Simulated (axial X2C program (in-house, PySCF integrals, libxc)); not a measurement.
**SnP⁺: bond curves with and without spin–orbit coupling**

Aim: find the lowest determinant of SnP⁺, scan the bond at several levels and fit the constants, once spin-free and once with spin–orbit coupling.

Computed with an in-house X2C program for linear molecules on PySCF integrals. Level: all-electron X2C, Sn dyall-cv3z, P dyall-v3z.

All values are calculated.

### Step 1. Set-up

Input file task.json:

```json
{"zs": [50, 15], "q": 1, "bas": ["dyall-cv3z", "dyall-v3z"], "levels": ["PBE0", "HF", "BP86"], "cc": true, "r0": 2.32, "thr": -1.0, "nmax": 90, "npts": 10, "nst": 2, "ntry": 6}
```

Keys: zs atomic numbers; q charge; bas basis sets; levels methods (HF also brings MP2); cc coupled cluster on or off; r0 starting distance in Å; thr threshold in hartree for freezing inner shells (an s shell follows its p shell); nmax most natural virtual spinors; npts points asked for on the curve; nst determinants followed; ntry starts of the search.

Command:

```console
$ python so2c.py task.json out
```

Spin-free means the one-electron spin-free X2C Hamiltonian; two-component (2c) means X2C with spin–orbit coupling and atomic mean-field two-electron Coulomb and Gaunt terms. Basis: Sn dyall-cv3z contracted to [11s12p9d4f1g], P dyall-v3z contracted to [8s7p2d1f]; Gaussian nuclei, density fitting. Masses: Sn 119.902 u, P 30.974 u.

Notation: σ, π±, δ± give the projection m of an orbital's angular momentum (0, ±1, ±2), α and β its spin, Λ and M_S the sums; ω is the projection of a spinor's total angular momentum and Ω the sum. Logs are in hartree.

The results follow Hamiltonian by Hamiltonian and level by level.

### Step 2. Search for the lowest determinant

PBE0 moves the distance from 2.320 Å to 2.523 Å and compares determinants there.

Spin-free determinants:

| ΔE (eV) | state | open shells |
| --- | --- | --- |
| 0.00 | M_S = 1, Λ = 0 | beyond closed shells: π+α, π-α |
| 0.76 | M_S = 1, Λ = 1 | beyond closed shells: σα, π+α, π+β, π-α |
| 0.86 | M_S = 0, Λ = 0 | beyond closed shells: π+β, π-α |
| 0.86 | M_S = 0, Λ = 2 | beyond closed shells: π+α, π+β |
| 1.00 | M_S = 0, Λ = 1 | beyond closed shells: σβ, π+α, π+β, π-α |
| 1.73 | M_S = 2, Λ = 1 | beyond closed shells: σα, 2 × π+α, π-α |
| 2.40 | M_S = 1, Λ = 1 | beyond closed shells: σβ, 2 × π+α, π-α |

Two-component determinants:

```
ΔE (eV)  state                                  open shells
   0.00  Ω = 1      excess of +ω over −ω: ω = -1/2, ω = 3/2
   0.68  Ω = 2       excess of +ω over −ω: ω = 1/2, ω = 3/2
   0.78  Ω = 0                                 closed shell
   0.93  Ω = 0                                 closed shell
   1.10  Ω = 1            excess of +ω over −ω: 2 × ω = 1/2
   1.92  Ω = 3            excess of +ω over −ω: 2 × ω = 3/2
   2.26  Ω = 0  excess of +ω over −ω: 3 × ω = 1/2, ω = -3/2
```

### Step 3. PBE0, spin-free

State followed: M_S = 1, Λ = 0 (beyond closed shells: π+α, π-α). The scan is laid around 2.523 Å, a first estimate of the minimum, and this SCF restarts from the orbitals of the search.

The SCF at the reference distance of 2.523 Å:

```text
spin-free X2C-1e  PBE0
basis functions 175  fitting functions 942  grid points 5084
iter        total energy     max residual
   1      -6517.999029487     6.71e-05
   2      -6517.999029519     4.93e-05
   3      -6517.999029539     1.42e-05
   4      -6517.999029539     1.31e-05
converged
one-electron -9262.77852216  Coulomb 2776.78597997  exact exchange -46.60842330  xc functional -142.70401259  nuclear repulsion 157.30594855
```

Along the bond, energies from the lowest point:

```
R (Å)  E (eV)  μ (D)  HOMO (eV)  LUMO (eV)  iterations
2.195  0.7630   0.93     -12.51     -10.41          24
2.296  0.3085   0.65     -12.46     -10.11          15
2.372  0.1170   0.44     -12.41      -9.91          13
2.447  0.0217   0.23     -12.34      -9.73          13
2.523  0.0000   0.02     -12.25      -9.58           4
2.611  0.0446  -0.20     -12.14      -9.42          13
2.700  0.1436  -0.42     -12.03      -9.30          12
2.813  0.3241  -0.67     -11.86      -9.19          12
2.952  0.5906  -0.93     -11.66      -9.11          12
3.154  1.0011  -1.19     -11.37      -9.08          14
```

Dipoles are positive if P is the positive end and refer to the centre of mass.

Outer orbitals at the reference distance:

```json
{"symmetry": "σα", "occupied": "yes", "ε (eV)": "-22.77", "atomic character": "69% P s, 15% Sn s, 9% Sn p"}
{"symmetry": "σβ", "occupied": "yes", "ε (eV)": "-20.89", "atomic character": "58% P s, 26% Sn s, 8% Sn p"}
{"symmetry": "σα", "occupied": "yes", "ε (eV)": "-17.96", "atomic character": "66% Sn s, 15% P p, 14% P s"}
{"symmetry": "σβ", "occupied": "yes", "ε (eV)": "-17.31", "atomic character": "56% Sn s, 23% P s, 12% P p"}
{"symmetry": "π+α", "occupied": "yes", "ε (eV)": "-13.08", "atomic character": "78% P p, 16% Sn p, 4% Sn d"}
{"symmetry": "π-α", "occupied": "yes", "ε (eV)": "-13.08", "atomic character": "78% P p, 16% Sn p, 4% Sn d"}
{"symmetry": "σα", "occupied": "yes", "ε (eV)": "-12.68", "atomic character": "50% P p, 35% Sn p, 10% Sn s"}
{"symmetry": "σβ", "occupied": "yes", "ε (eV)": "-12.25", "atomic character": "50% P p, 37% Sn p, 7% Sn s"}
{"symmetry": "π+β", "occupied": "no", "ε (eV)": "-9.58", "atomic character": "56% Sn p, 41% P p"}
{"symmetry": "π-β", "occupied": "no", "ε (eV)": "-9.58", "atomic character": "56% Sn p, 41% P p"}
{"symmetry": "π+α", "occupied": "no", "ε (eV)": "-8.58", "atomic character": "80% Sn p, 15% P p, 3% P d"}
{"symmetry": "π-α", "occupied": "no", "ε (eV)": "-8.58", "atomic character": "80% Sn p, 15% P p, 3% P d"}
```

PBE0 fields in the half plane through the axis: z from -2.4 to 4.8 Å across, distance from the axis 0.15 to 2.25 Å upwards; Sn lies at z = 0 and P at z = 2.523 Å; the ELF is damped to zero where the density is low.

log10 density (e/bohr³). Ten even steps from ' ' (-4.64 ) to '@' (1.82 ):
```
    ......::::::::::::::::::::::::::::......      
  ....::::::::::::::::::::::::----::::::::....    
....::::--------------------------------::::::..  
..::::------==========================------::....
..::----======++++++============++++======--::::..
::::--====++++******++++==++++++++++++++====--::..
::----====++**######**++++++++++****++++====--::::
::----==++++##%%@@%%##++++++++**%%%%**++++==----::
```

ELF. Ten even steps from '0' (0.00 ) to '9' (0.96 ):
```
0000011000000111111000000
0002343211011233333310000
0036776432123455566543100
0378876432234567788875300
2799864222235778899988520
4899852343226887569999741
6999734777326881112999861
7999636474625962891899962
```

Re = 2.511 Å, ωe = 335 cm⁻¹, ωexe = 0.981 cm⁻¹, Be = 0.1086 cm⁻¹, De = 2.27 eV, μ = 0.06 D.

### Step 4. HF, spin-free

Output at 2.523 Å:

```text
spin-free X2C-1e  HF
basis functions 175  fitting functions 942  grid points 5084
iter        total energy     max residual
   1      -6515.120286845     3.31e-01
   2      -6515.148065721     7.47e-03
   3      -6515.149681634     1.23e-02
   4      -6515.150015996     4.09e-03
   5      -6515.150119886     1.06e-03
   6      -6515.150145393     1.24e-03
   7      -6515.150148553     2.47e-04
   8      -6515.150148901     6.88e-05
   9      -6515.150148967     6.29e-05
  10      -6515.150148993     2.14e-05
  11      -6515.150149008     2.17e-05
  12      -6515.150149013     1.53e-05
  13      -6515.150149014     2.90e-06
converged
one-electron -9261.50422267  Coulomb 2775.59319986  exact exchange -186.54507476  xc functional 0.00000000  nuclear repulsion 157.30594855
```

No constants are quoted: the solution changes its character somewhere along the scan, so the fit is set aside.

### Step 5. BP86, spin-free

The SCF at the reference distance of 2.523 Å:

```text
spin-free X2C-1e  BP86
basis functions 175  fitting functions 942  grid points 5084
iter        total energy     max residual
   1      -6519.225121459     1.38e-01
   2      -6519.229557044     1.01e-02
   3      -6519.230161291     1.50e-02
   4      -6519.230236304     1.26e-03
   5      -6519.230246242     2.17e-03
   6      -6519.230250137     3.01e-04
   7      -6519.230250231     4.23e-05
   8      -6519.230250240     3.15e-05
   9      -6519.230250243     1.12e-05
converged
one-electron -9263.03169547  Coulomb 2777.02321584  exact exchange 0.00000000  xc functional -190.52771917  nuclear repulsion 157.30594855
```

Re = 2.546 Å, ωe = 315 cm⁻¹, ωexe = 0.937 cm⁻¹, Be = 0.1056 cm⁻¹, De = 2.54 eV, μ = 0.36 D.

### Step 6. Correlated methods, spin-free

Correlated methods: 8 electrons correlated (frozen shells, counted by type: Sn 4 s, 3 p, 2 d; P 2 s, 1 p), 230 virtual spinors in MP2, 90 natural virtuals in coupled cluster.

Output of the correlated part at 2.523 Å:

```text
correlated 8  virtual 230  natural virtual 90  E(MP2) -0.148735871  MP2 remainder -0.002565204
iter   CCSD correlation   residual
   1     -0.167393303   1.29e-01
   2     -0.176055739   5.30e-02
   3     -0.176912160   1.70e-02
   4     -0.177149381   8.35e-03
   5     -0.177207370   3.98e-03
   6     -0.177212523   1.45e-03
   7     -0.177224224   5.12e-04
   8     -0.177224541   1.72e-04
   9     -0.177223421   6.46e-05
  10     -0.177223644   2.18e-05
  11     -0.177223620   8.56e-06
  12     -0.177223709   2.81e-06
  13     -0.177223719   9.55e-07
(T) -0.008421978  T1 0.0362  D1 0.0578  max T2 0.091
```

T1 in the output is the amplitude norm over the root of the electron number; divide by √2 for the Lee–Taylor value.

MP2: No constants are quoted: the reference changes its character somewhere along the scan, so the fit is set aside.

CCSD: No constants are quoted: the reference changes its character somewhere along the scan, so the fit is set aside.

CCSD(T): No constants are quoted: the reference changes its character somewhere along the scan, so the fit is set aside.

### Step 7. A higher determinant, spin-free

State: M_S = 1, Λ = 1 (beyond closed shells: σα, π+α, π+β, π-α).

Output at the reference distance:

```text
spin-free X2C-1e  PBE0
basis functions 175  fitting functions 942  grid points 5084
iter        total energy     max residual
   1      -6517.971015667     5.63e-05
   2      -6517.971015709     2.48e-05
   3      -6517.971015724     1.77e-05
   4      -6517.971015727     5.94e-06
converged
one-electron -9262.05695849  Coulomb 2776.04765811  exact exchange -46.59528508  xc functional -142.67237883  nuclear repulsion 157.30594855
```

```csv
R (Å),E above the lowest PBE0 point (eV)
2.195,0.881
2.296,0.687
2.372,0.654
2.447,0.687
2.523,0.762
2.611,0.879
2.700,1.004
2.813,1.158
2.952,1.323
```

Re = 2.367 Å, ωe = 359 cm⁻¹, Be = 0.1222 cm⁻¹, μ = -0.14 D. Te = 0.65 eV.

### Step 8. The spin-free curves together

Energy (eV) of the followed determinant, spin-free, from each level's lowest point:

```csv
R (Å),PBE0,HF (jumps),MP2 (its reference jumps),CCSD (its reference jumps),CCSD(T) (its reference jumps),BP86
2.195,0.763,0.784,0.807,n/a,n/a,0.870
2.296,0.309,0.316,0.329,0.350,0.367,0.384
2.372,0.117,0.120,0.127,0.142,0.153,0.168
2.447,0.022,0.023,0.025,0.034,0.039,0.047
2.523,0.000,0.000,0.000,0.000,0.000,0.000
2.611,0.045,0.042,0.043,0.031,0.025,0.015
2.700,0.144,0.134,0.142,0.115,0.105,0.086
2.813,0.324,0.290,0.341,0.274,0.260,0.233
2.952,0.591,0.463,0.672,n/a,n/a,0.464
3.154,1.001,0.614,1.047,n/a,n/a,0.842
```

### Step 9. PBE0, 2c

State followed: Ω = 1 (excess of +ω over −ω: ω = -1/2, ω = 3/2). The scan is laid around 2.523 Å, a first estimate of the minimum, and this SCF restarts from the orbitals of the search.

Output at 2.523 Å:

```text
two-component X2C + atomic mean field  PBE0
basis functions 175  fitting functions 942  grid points 5084
iter        total energy     max residual
   1      -6515.353439841     9.51e-05
   2      -6515.353439857     2.91e-05
   3      -6515.353439867     3.24e-05
   4      -6515.353439870     9.82e-06
converged
one-electron -9255.24184268  Coulomb 2775.35925028  exact exchange -46.58231636  xc functional -142.62760374  nuclear repulsion 157.30594855  atomic mean-field constant -3.56687592
```

Along the bond, energies from the lowest point:

```csv
R (Å),E (eV),μ (D),HOMO (eV),LUMO (eV),iterations
2.195,0.7525,0.93,-12.57,-10.48,27
2.296,0.3070,0.68,-12.49,-10.18,16
2.372,0.1173,0.47,-12.43,-9.99,15
2.447,0.0223,0.27,-12.36,-9.82,13
2.523,0.0000,0.07,-12.27,-9.67,4
2.611,0.0430,-0.15,-12.16,-9.52,13
2.700,0.1395,-0.36,-12.05,-9.41,12
2.813,0.3153,-0.59,-11.89,-9.30,13
2.952,0.5733,-0.81,-11.69,-9.22,14
3.154,0.9597,-0.95,-11.41,-9.15,18
```

Dipoles are positive if P is the positive end and refer to the centre of mass.

Outer spinors at the reference distance:

```tsv
ω	occupied	ε (eV)	atomic character	λ mixture
5/2	yes	-35.32	100% Sn d	100% δ
-5/2	yes	-35.28	100% Sn d	100% δ
3/2	yes	-35.09	100% Sn d	86% π, 14% δ
-3/2	yes	-35.07	100% Sn d	87% π, 13% δ
-1/2	yes	-35.01	100% Sn d	63% σ, 37% π
1/2	yes	-35.00	100% Sn d	61% σ, 39% π
1/2	yes	-22.79	69% P s, 15% Sn s, 9% Sn p	100% σ
-1/2	yes	-20.90	58% P s, 26% Sn s, 8% Sn p	100% σ
1/2	yes	-17.95	66% Sn s, 15% P p, 14% P s	100% σ
-1/2	yes	-17.30	56% Sn s, 23% P s, 12% P p	100% σ
-1/2	yes	-13.13	77% P p, 17% Sn p, 4% Sn d	100% π
3/2	yes	-13.07	80% P p, 14% Sn p, 4% Sn d	100% π
1/2	yes	-12.70	50% P p, 35% Sn p, 10% Sn s	99% σ, 1% π
-1/2	yes	-12.27	50% P p, 37% Sn p, 8% Sn s	99% σ, 1% π
1/2	no	-9.67	58% Sn p, 38% P p	99% π, 1% σ
-3/2	no	-9.48	52% Sn p, 44% P p	100% π
-1/2	no	-8.72	78% Sn p, 17% P p, 2% P d	99% π, 1% σ
3/2	no	-8.41	82% Sn p, 14% P p, 3% P d	100% π
```

PBE0 fields in the half plane through the axis: z from -2.4 to 4.8 Å across, distance from the axis 0.15 to 2.25 Å upwards; Sn lies at z = 0 and P at z = 2.523 Å; the ELF is damped to zero where the density is low.

log10 density (e/bohr³). Ten even steps from ' ' (-4.64 ) to '@' (1.82 ):
```
    ......::::::::::::::::::::::::::::......      
  ....::::::::::::::::::::::::----::::::::....    
....::::--------------------------------::::::..  
..::::------==========================------::....
..::----======++++++============++++======--::::..
::::--====++++******++++==++++++++++++++====--::..
::----====++**######**++++++++++****++++====--::::
::----==++++##%%@@%%##++++++++**%%%%**++++==----::
```

ELF. Ten even steps from ' ' (0.00 ) to '@' (0.96 ):
```
          ....            ............            
      ::--==--::....  ....::------------..        
    --**####**==--::..::--==++++********==--..    
  --##%%%%##**==--::::--==++**####%%%%%%##++--    
::##@@@@%%**==::::::::--++####%%%%@@@@@@%%##++::  
==%%@@@@%%++::--==--::::**%%%%##++**@@@@@@@@##==..
**@@@@@@##--==######--::**%%%%......::@@@@@@%%++..
##@@@@@@**--**==##==**::++@@**::%%@@..%%@@@@%%**::
```

Re = 2.512 Å, ωe = 332 cm⁻¹, ωexe = 1.03 cm⁻¹, Be = 0.1085 cm⁻¹, De = 2.05 eV, μ = 0.10 D.

### Step 10. HF, 2c

Output at 2.523 Å:

```text
two-component X2C + atomic mean field  HF
basis functions 175  fitting functions 942  grid points 5084
iter        total energy     max residual
   1      -6512.472785217     3.76e-01
   2      -6512.500547382     7.44e-03
   3      -6512.502161787     1.39e-02
   4      -6512.502497797     4.66e-03
   5      -6512.502607553     1.26e-03
   6      -6512.502641143     1.68e-03
   7      -6512.502651357     5.82e-04
   8      -6512.502659548     6.16e-04
   9      -6512.502670947     1.37e-03
  10      -6512.502684453     1.43e-03
  11      -6512.502695967     7.19e-04
  12      -6512.502702952     4.84e-04
  13      -6512.502707394     4.93e-04
  14      -6512.502710698     4.90e-04
  15      -6512.502713353     2.12e-04
  16      -6512.502714879     1.29e-04
  17      -6512.502715440     1.29e-04
  18      -6512.502715600     6.75e-05
  19      -6512.502715642     1.36e-05
  20      -6512.502715652     1.23e-05
  21      -6512.502715655     9.57e-06
  22      -6512.502715656     3.18e-06
  23      -6512.502715657     2.14e-06
converged
one-electron -9253.99699361  Coulomb 2774.19602298  exact exchange -186.44081765  xc functional 0.00000000  nuclear repulsion 157.30594855  atomic mean-field constant -3.56687592
```

No constants are quoted: the solution changes its character somewhere along the scan, so the fit is set aside.

### Step 11. BP86, 2c

The SCF at the reference distance of 2.523 Å:

```text
two-component X2C + atomic mean field  BP86
basis functions 175  fitting functions 942  grid points 5084
iter        total energy     max residual
   1      -6516.579830716     1.56e-01
   2      -6516.584270874     9.83e-03
   3      -6516.584861161     1.67e-02
   4      -6516.584934067     1.26e-03
   5      -6516.584944452     2.45e-03
   6      -6516.584948353     3.21e-04
   7      -6516.584948459     4.22e-05
   8      -6516.584948471     4.21e-05
   9      -6516.584948475     1.33e-05
converged
one-electron -9255.48945845  Coulomb 2775.59103553  exact exchange 0.00000000  xc functional -190.42559819  nuclear repulsion 157.30594855  atomic mean-field constant -3.56687592
```

Re = 2.547 Å, ωe = 313 cm⁻¹, ωexe = 0.96 cm⁻¹, Be = 0.1055 cm⁻¹, De = 2.32 eV, μ = 0.39 D.

### Step 12. MP2 and beyond, 2c

Correlated methods: 8 electrons correlated (frozen shells, counted by type: Sn 4 s, 3 p, 2 d; P 2 s, 1 p), 230 virtual spinors in MP2, 90 natural virtuals in coupled cluster.

Output of the correlated part at 2.523 Å:

```text
correlated 8  virtual 230  natural virtual 90  E(MP2) -0.148013677  MP2 remainder -0.002569473
iter   CCSD correlation   residual
   1     -0.166657620   1.29e-01
   2     -0.175356761   5.40e-02
   3     -0.176276625   1.93e-02
   4     -0.176597123   1.09e-02
   5     -0.176723720   6.39e-03
   6     -0.176754932   3.11e-03
   7     -0.176789195   1.75e-03
   8     -0.176789203   1.00e-03
   9     -0.176785849   5.40e-04
  10     -0.176788310   3.03e-04
  11     -0.176790348   2.06e-04
  12     -0.176791897   1.33e-04
  13     -0.176791606   7.87e-05
  14     -0.176791399   3.92e-05
  15     -0.176791529   2.19e-05
  16     -0.176791756   1.34e-05
  17     -0.176791933   8.38e-06
  18     -0.176791999   5.36e-06
  19     -0.176792029   3.20e-06
  20     -0.176792039   1.91e-06
(T) -0.008387781  T1 0.0442  D1 0.0865  max T2 0.085
```

MP2: No constants are quoted: the reference changes its character somewhere along the scan, so the fit is set aside.

CCSD: No constants are quoted: the reference changes its character somewhere along the scan, so the fit is set aside.

CCSD(T): No constants are quoted: the reference changes its character somewhere along the scan, so the fit is set aside.

### Step 13. A higher determinant, 2c

State: Ω = 2 (excess of +ω over −ω: ω = 1/2, ω = 3/2).

Output at the reference distance:

```text
two-component X2C + atomic mean field  PBE0
basis functions 175  fitting functions 942  grid points 5084
iter        total energy     max residual
   1      -6515.328271927     5.99e-05
   2      -6515.328272044     7.39e-05
   3      -6515.328272239     8.23e-05
   4      -6515.328272260     7.06e-05
   5      -6515.328272320     2.16e-05
   6      -6515.328272324     7.05e-06
converged
one-electron -9254.64193591  Coulomb 2774.74438566  exact exchange -46.57081910  xc functional -142.59897561  nuclear repulsion 157.30594855  atomic mean-field constant -3.56687592
```

```csv
R (Å),E above the lowest PBE0 point (eV)
2.195,0.825
2.296,0.628
2.372,0.591
2.447,0.618
2.523,0.685
2.611,0.788
2.700,0.898
2.813,1.034
2.952,1.180
```

Re = 2.373 Å, ωe = 348 cm⁻¹, ωexe = 3.21 cm⁻¹, Be = 0.1217 cm⁻¹, μ = -0.03 D. Te = 0.59 eV.

### Step 14. The 2c curves together

Energy (eV) of the followed determinant, 2c, from each level's lowest point:

| R (Å) | PBE0 | HF (jumps) | MP2 (its reference jumps) | CCSD (its reference jumps) | CCSD(T) (its reference jumps) | BP86 |
| --- | --- | --- | --- | --- | --- | --- |
| 2.195 | 0.753 | 0.767 | 0.819 | n/a | n/a | 0.855 |
| 2.296 | 0.307 | 0.316 | 0.327 | 0.349 | 0.364 | 0.382 |
| 2.372 | 0.117 | 0.124 | 0.119 | 0.142 | 0.152 | 0.168 |
| 2.447 | 0.022 | 0.026 | 0.018 | 0.033 | 0.038 | 0.048 |
| 2.523 | 0.000 | 0.000 | 0.000 | 0.000 | 0.000 | 0.000 |
| 2.611 | 0.043 | 0.033 | 0.065 | 0.033 | 0.028 | 0.014 |
| 2.700 | 0.140 | 0.100 | 0.217 | 0.126 | 0.116 | 0.083 |
| 2.813 | 0.315 | 0.177 | 0.487 | 0.316 | 0.300 | 0.226 |
| 2.952 | 0.573 | 0.225 | 0.705 | n/a | n/a | 0.452 |
| 3.154 | 0.960 | 0.268 | 0.873 | n/a | n/a | 0.818 |

Time for the job: 3.6 min (1 thread of Arm Neoverse N1, shared host); peak memory 0.54 GiB.

### Step 15. What came out

Lowest determinant that the search found at its distance, spin-free: M_S = 1, Λ = 0 (beyond closed shells: π+α, π-α).

Lowest determinant that the search found at its distance, 2c: Ω = 1 (excess of +ω over −ω: ω = -1/2, ω = 3/2).

```
Hamiltonian  level  Re (Å)  ωe (cm⁻¹)  De (eV)  μ (D)
  spin-free   PBE0   2.511        335     2.27   0.06
  spin-free   BP86   2.546        315     2.54   0.36
         2c   PBE0   2.512        332     2.05   0.10
         2c   BP86   2.547        313     2.32   0.39
```

Dipoles are positive if P is the positive end and refer to the centre of mass. No constants: spin-free HF (the solution changes its character somewhere along the scan, so the fit is set aside); spin-free MP2 (the reference changes its character somewhere along the scan, so the fit is set aside); spin-free CCSD (the reference changes its character somewhere along the scan, so the fit is set aside); spin-free CCSD(T) (the reference changes its character somewhere along the scan, so the fit is set aside); 2c HF (the solution changes its character somewhere along the scan, so the fit is set aside); 2c MP2 (the reference changes its character somewhere along the scan, so the fit is set aside); 2c CCSD (the reference changes its character somewhere along the scan, so the fit is set aside); 2c CCSD(T) (the reference changes its character somewhere along the scan, so the fit is set aside).

Time per point (s) on 1 thread of Arm Neoverse N1, shared host (2c runs); the times are rough: PBE0 1.4, BP86 0.69.

What this shows: At PBE0, going from spin-free to two-component changes Re by +1 mÅ, ωe by -0.8 %; the spin-free picture holds up (part of it comes from the scalar share of the two-electron terms). De moves by -0.23 eV; both De rest on single-determinant atoms, which can miss part of an open shell's spin–orbit lowering.

De refers to Sn+ + P, each in the lowest determinant found, which need not be this curve's own limit. The state is a single determinant with fixed occupations, the lowest that a limited PBE0 search found. De is counted from the lowest determinant-based energies of the atoms at the same level, without counterpoise correction. Density functionals use the spin component along the axis (collinear). With several unpaired electrons one determinant need not be a pure state.
